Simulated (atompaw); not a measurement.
# Pseudopotential generation for Nb: PAW (atompaw), PBEsol

Do these settings give a usable potential? It is generated, then checked for scattering, ghosts and hardness.

Method: atompaw 4.2.0.5, PBEsol, scalar-relativistic.

## Step 1: Settings

Typed settings, in words:

| Property | Result |
| --- | --- |
| element | niobium (Nb, Z = 41) |
| type | PAW |
| frozen core | [Ar] 3d10 |
| valence charge | 13 |
| reference configuration | 4s2 4p6 4d4 5s0 5p0 (charge +1) |
| partial waves | 4s (bound): rc 1.65 bohr; 5s (bound, empty): rc 2.15 bohr; 4p (bound): rc 1.70 bohr; 5p (bound, empty): rc 2.90 bohr; 4d (bound): rc 2.90 bohr; 4d channel at 3.1 Ry: rc 2.90 bohr; 4f channel at -0.05 Ry: rc 2.90 bohr; 4f channel at 2.2 Ry: rc 2.70 bohr |
| local potential | vpsmatchnc scheme with l = 4 at 0 Ry, radius 2.55 bohr |
| core correction | smooth core density matched at 2.55 bohr |
| augmentation charge | besselshape compensation charge, radius 2.45 bohr; PAW radius 2.90 bohr; waves and projectors: custom polynom2 7 10 vanderbiltortho |

The nodes and maxima of the atom's own shells, from an earlier all-electron run, set the scale for the radii.

All-electron outer shells of the reference configuration (PBEsol, scalar-relativistic, ld1.x):

```tsv
shell	level (eV)	outermost node (bohr)	outermost maximum (bohr)
3p	-352.90	0.17	0.39
3d	-202.61	–	0.33
4s	-64.75	0.53	1.04
4p	-40.93	0.54	1.12
5s	-9.39	1.40	2.93
4d	-9.30	0.55	1.49
5p	-5.66	1.61	3.67
```

## Step 2: The generation run

File Nb.input:

```
Nb 41
GGA-PBESOL scalarrelativistic loggrid 1500 logderivrange -7 5 301
5 5 4 0 0 0
5 0 0
5 1 0
4 2 4
0 0 0
c
c
c
v
v
c
c
v
v
c
v
3
2.90 2.45 2.55 2.55
n
n
y
3.1
n
y
-0.05
y
2.2
n
custom polynom2 7 10 vanderbiltortho besselshape
4 0 vpsmatchnc
1.65
2.15
1.70
2.90
2.90
2.90
2.90
2.70
PWSCFOUT
UPFDX 0.0125d0 UPFXMIN -7.d0 UPFZMESH 41.d0
END
```

Launch:

```
$ atompaw < Nb.input > Nb.log
```

Q: Predict the outcome of this session. Wanted: cutoffs for 10 and 1 mRy, occupied levels; bound ghosts; largest phase difference near zero energy, channels read; lowest eigenvalue of the overlap; share of valence orbitals outside the PAW sphere; UPF file.

The runs gave:

| quantity | value |
| --- | --- |
| cutoffs for 10 and 1 mRy, occupied levels | 25 Ry and 55 Ry |
| bound ghosts | none found |
| largest phase difference near zero energy, channels read | 0.413 rad |
| lowest eigenvalue of the overlap (Bessel basis) | 0.482 (p) |
| share of valence orbitals outside the PAW sphere | 4s 0 %, 5s 62 %, 4p 1 %, 5p 83 %, 4d 17 % |
| UPF file | written |

In words: The potential is soft on the atom at that tolerance: the looser tolerance needs 25 Ry. No bound ghost shows below the valence levels. Of the channels read, p scatters worst near zero energy, by up to 0.41 rad.
